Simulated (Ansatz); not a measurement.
# C₃H₈Cl₂InN: up Jacob's ladder to CCSD(T)

Aim: compute C₃H₈Cl₂InN with functionals from several rungs and with coupled cluster, and see how far each lands from CCSD(T) at the basis-set limit for the atomisation energy.

Computed with Ansatz 0.2.0, Gaussian basis. Level: functionals in def2-TZVPP, the program's frozen cores in correlated methods.

Levels to be run: LDA (SPW92), PBE-D4, revPBE-D4, BLYP-D4, r2SCAN-D4, B97M-V, PBE0-D4, B3LYP-D4, r2SCANh-D4, r2SCAN0-D4, HSE06-D4, BHLYP-D4, CAM-B3LYP-D4, LC-ωPBE, ωB97X-V, ωB97M-V, B2PLYP, PBE-QIDH; CCSD(T)/def2-SVP; CCSD(T)/def2-TZVPP; MP2/def2-QZVPP; extrapolation to the limit; RPA on PBE.

## 1. The relaxed structure

The geometry comes from an earlier relaxation with PBE0-D4 in a triple-zeta def2 set; it is a stationary point, not always the lowest conformer. In takes the def2 core potential; no spin-orbit term is included.

15 atoms, charge 0, spin multiplicity 1.

Atoms are counted from 1 here; the program's logs count them from 0.

Bond lengths: C1–C2 1.522 Å, C1–H8 1.093 Å, C1–H9 1.096 Å, C1–H10 1.093 Å, C2–C3 1.516 Å, C2–N4 1.457 Å, C2–H11 1.099 Å, C3–H12 1.092 Å, C3–H13 1.092 Å, C3–H14 1.096 Å, N4–In5 2.004 Å, N4–H15 1.012 Å, In5–Cl6 2.311 Å, In5–Cl7 2.317 Å. Angles: C2–C1–H8 111.5°, C2–C1–H9 110.1°, C2–C1–H10 111.1°, H8–C1–H9 107.8°, H8–C1–H10 108.1°, H9–C1–H10 108.1°, C1–C2–C3 111.4°, C1–C2–N4 113.3°, C1–C2–H11 108.0°, C3–C2–N4 110.1°, C3–C2–H11 107.7°, N4–C2–H11 106.0°, C2–C3–H12 110.8°, C2–C3–H13 110.8°, C2–C3–H14 111.0°, H12–C3–H13 108.5°, H12–C3–H14 107.3°, H13–C3–H14 108.3° and more.

## 2. LDA

This LDA is Slater exchange with PW92 correlation.

in.yaml

```yaml
crystal:
  periodic: [false, false, false]
  atoms:
    - {symbol: C, position_ang: [-1.663038, 0.162309, 0.027387]}
    - {symbol: C, position_ang: [-0.450564, -0.753001, 0.125896]}
    - {symbol: C, position_ang: [0.266610, -0.579102, 1.450415]}
    - {symbol: N, position_ang: [0.487792, -0.589143, -0.976982]}
    - {symbol: In, position_ang: [1.655031, 1.018226, -1.242147]}
    - {symbol: Cl, position_ang: [2.375536, 2.522898, 0.357615]}
    - {symbol: Cl, position_ang: [2.596191, 1.305171, -3.340282]}
    - {symbol: H, position_ang: [-2.388436, -0.047076, 0.818359]}
    - {symbol: H, position_ang: [-1.353987, 1.209463, 0.124377]}
    - {symbol: H, position_ang: [-2.167025, 0.044843, -0.934968]}
    - {symbol: H, position_ang: [-0.804903, -1.792172, 0.070910]}
    - {symbol: H, position_ang: [-0.409382, -0.771902, 2.285763]}
    - {symbol: H, position_ang: [1.113932, -1.263260, 1.525019]}
    - {symbol: H, position_ang: [0.639820, 0.444748, 1.563806]}
    - {symbol: H, position_ang: [0.102412, -0.911993, -1.855157]}
basis:
  gaussian: {orbitals: def2-TZVPP}
hamiltonian: {xc: lda}
output: {orbitals: {seedname: orbitals}}
```

Run with:

```sh
ansatz run in.yaml --threads 2 --pin off --events-out ev --progress --plain --max-ram 32768MiB --backend cuda --devices 0, --max-vram 18GiB
```

Further steps of the session: PBE-D4 (GGA); revPBE-D4 (GGA); BLYP-D4 (GGA); r2SCAN-D4 (meta-GGA); B97M-V (meta-GGA); PBE0-D4 (hybrid); B3LYP-D4 (hybrid); r2SCANh-D4 (hybrid); r2SCAN0-D4 (hybrid); HSE06-D4 (hybrid); BHLYP-D4 (hybrid); CAM-B3LYP-D4 (range-separated); LC-ωPBE (range-separated); ωB97X-V (range-separated); ωB97M-V (range-separated); B2PLYP (double hybrid); PBE-QIDH (double hybrid); CCSD(T) in def2-SVP; CCSD(T) in def2-TZVPP; MP2 in def2-QZVPP; RPA on PBE orbitals.

Q: Predict the results of all the runs planned. Wanted: atomisation energy, CCSD(T)/CBS; farthest beyond LDA; mean size of error, GGA; mean size of error, meta-GGA; mean size of error, hybrid; mean size of error, range-separated; mean size of error, double hybrid; gap, smallest and largest; T1 diagnostic.

As calculated:

| quantity | value |
| --- | --- |
| atomisation energy, CCSD(T)/CBS | 55.873 eV |
| functionals within 0.559 eV (1.0 %) | revPBE-D4, r2SCAN-D4, B97M-V, PBE0-D4, B3LYP-D4, r2SCANh-D4, HSE06-D4, CAM-B3LYP-D4, LC-ωPBE, ωB97X-V, ωB97M-V, PBE-QIDH |
| farthest beyond LDA | BHLYP-D4 (-1.752 eV) |
| mean size of error, GGA | 0.699 eV |
| mean size of error, meta-GGA | 0.065 eV |
| mean size of error, hybrid | 0.592 eV |
| mean size of error, range-separated | 0.135 eV |
| mean size of error, double hybrid | 0.628 eV |
| gap, smallest and largest | 3.12 eV (LDA (SPW92)), 10.31 eV (LC-ωPBE) |
| T1 diagnostic | 0.0131 |
| triples share of the correlation energy | 3.9 % |

LDA overbinds by 7.830 eV (14 %). PBE-D4 misses by +0.887 eV. Double hybrids carry the basis error of their MP2 part in triple zeta, and no dispersion term here, so their miss is partly the set-up's. The rungs meta-GGA, range-separated miss on average by less than the doubt on the reference (0.559 eV), so they tie. The reference freezes the cores and leaves out spin-orbit coupling and excitations past (T), and its outer-core shells are covered unevenly, so misses under about 0.559 eV can't be ranked. All levels share the lack of spin-orbit coupling, which lowers the free heavy atoms and so the true binding. Hartree-Fock recovers 73 % of the binding; the rest is correlation. CCSD(T) in def2-SVP is off by -3.013 eV, so the small basis spoils what the method gains. Orbital gaps span 3.1 to 10.3 eV; exact exchange widens them. Correlated methods include outer-core shells of In, which these sets cover unevenly.
